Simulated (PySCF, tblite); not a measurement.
**CH₇F₃Si₃: geometry, infrared bands and NMR shifts**

What infrared bands and NMR shifts should CH₇F₃Si₃ (`FC(F)(F)[SiH]([SiH3])[SiH3]`) show?

Computed with tblite 0.8.0 and PySCF 2.14.0, with density-fitted response routines of our own, on a single molecule in the gas phase. Atoms count from 0, in the outputs and in this text.

### 1 The molecule as given

14 atoms, charge 0, multiplicity 1; geometry from: force field or distance geometry start.

Bonds of the start (Å): F0–C1 1.36, C1–F2 1.36, C1–F3 1.36, C1–Si4 1.78, Si4–Si5 2.27, Si4–Si6 2.26, Si4–H7 1.50, Si5–H8 1.48, Si5–H9 1.48, Si5–H10 1.49, Si6–H11 1.49, Si6–H12 1.50, Si6–H13 1.48.

### 2 Geometry optimisation with GFN2-xTB

What the job is given:

```
{"job": {"kind": "relax", "xc": "GFN2-xTB", "basis": "xTB"}, "charge": 0, "multiplicity": 1}
F      1.524400    -2.164800     0.814800
C      1.423400    -0.806700     0.724100
F      1.049400    -0.372800     1.957900
F      2.687700    -0.344900     0.524600
Si     0.310500    -0.293500    -0.566800
Si     0.206800     1.971500    -0.480500
Si    -1.747500    -1.049400    -0.009300
H      0.703800    -0.751900    -1.944800
H     -0.216400     2.433200     0.865400
H     -0.770300     2.481400    -1.469800
H      1.528800     2.576400    -0.791500
H     -1.787100    -2.540700     0.010600
H     -2.163200    -0.550800     1.340900
H     -2.750900    -0.587500    -0.997700
```

Command:

```console
> OMP_NUM_THREADS=1 python probes_run.py task.json out
```

The driver reads the jobs from task.json and runs them one after another.

**Question.** This job is followed by: GFN2-xTB harmonic vibrations, gas phase; GIAO PBE0/pcSseg-1 NMR shielding, non-relativistic, gas phase. Predict these results of the whole session: strongest single infrared mode (GFN2-xTB); zero-point energy (GFN2-xTB); ¹³C shifts against TMS (PBE0/pcSseg-1); ¹H shifts against TMS (PBE0/pcSseg-1, means over atoms taken as alike); ¹⁹F shifts against CFCl3 (PBE0/pcSseg-1, means over atoms taken as alike); ²⁹Si shifts against TMS (PBE0/pcSseg-1, means over atoms taken as alike).

As calculated:

| quantity | value |
| --- | --- |
| strongest single infrared mode (GFN2-xTB) | 751 cm⁻¹, 886 km/mol |
| zero-point energy (GFN2-xTB) | 43.0 kcal/mol |
| ¹³C shifts against TMS (PBE0/pcSseg-1) | 143.8 ppm |
| ¹H shifts against TMS (PBE0/pcSseg-1, means over atoms taken as alike) | 4.20, 3.72 ppm |
| ¹⁹F shifts against CFCl3 (PBE0/pcSseg-1, means over atoms taken as alike) | -61.2 ppm |
| ²⁹Si shifts against TMS (PBE0/pcSseg-1, means over atoms taken as alike) | -72.5, -112.8 ppm |

Relaxing lowered the energy by 0.612 eV in 59 steps; the close pair that moved most is C1–Si4, from 1.780 to 1.956 Å. All 36 modes are real, so the xTB geometry is a minimum. The strongest single mode, at 751 cm⁻¹, has its largest shares on H12, H8, H13 and H9 (the list is cut at 4 atoms). GFN2-xTB is a fitted tight-binding method: band positions and strengths are rough. Its intensities can rank the bands wrongly. At PBE0/pcSseg-1: The widest tensor belongs to F0, F2, F3: span 185 ppm, with a paramagnetic part of -243 ppm.
